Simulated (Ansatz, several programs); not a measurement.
CuLaTe2, ordered on the rocksalt lattice (R-3m) with 4 atoms a cell, relaxed with PBE in Ansatz (plane waves, PAW): space group R-3m (No. 166), trigonal; conventional cell a = 4.486 Å, c = 20.154 Å, 29.27 Å³ an atom. Cu is surrounded by 6 Te at 2.97 Å; La is surrounded by 6 Te at 3.22 Å; Te is surrounded by 3 Cu at 2.97 Å and 3 La at 3.22 Å. The cell was then scaled with its shape and fractional coordinates held, which makes it stiffer than a relaxed compression. Spin-unpolarised throughout. Whether this structure exists isn't addressed.

```csv
V (Å³/atom),E (meV/atom)
27.511,18.57
28.389,4.34
29.267,0.00
31.023,15.28
```

Q: Pass a cubic E = c₀ + c₁u + c₂u² + c₃u³, with u = V − 29.047 Å³, through these points.

A: c₀ = 0.24, c₁ = -2.319, c₂ = 5.721, c₃ = -0.3515 (meV and Å³).

Q: Where is the minimum, and what bulk modulus follows?

A: dE/du = 0 at u = +0.207, so V₀ = 29.25 Å³. B = V₀ d²E/dV² = 29.25 × (2c₂ + 6c₃u) = 29.25 × 11.006 = 322 meV/Å³, and 1 meV/Å³ is 0.16022 GPa: 52 GPa. A third-order Birch-Murnaghan fit to all five points gives 29.26 Å³ and 51 GPa.

Q: Predict the energy and the pressure at the withheld volume, 30.145 Å³.

A: With u = +1.098: E ≈ 4.13 meV and P = −dE/dV ≈ -1.44 GPa. The run gives 4.07 meV and, from its stress, -1.43 GPa.
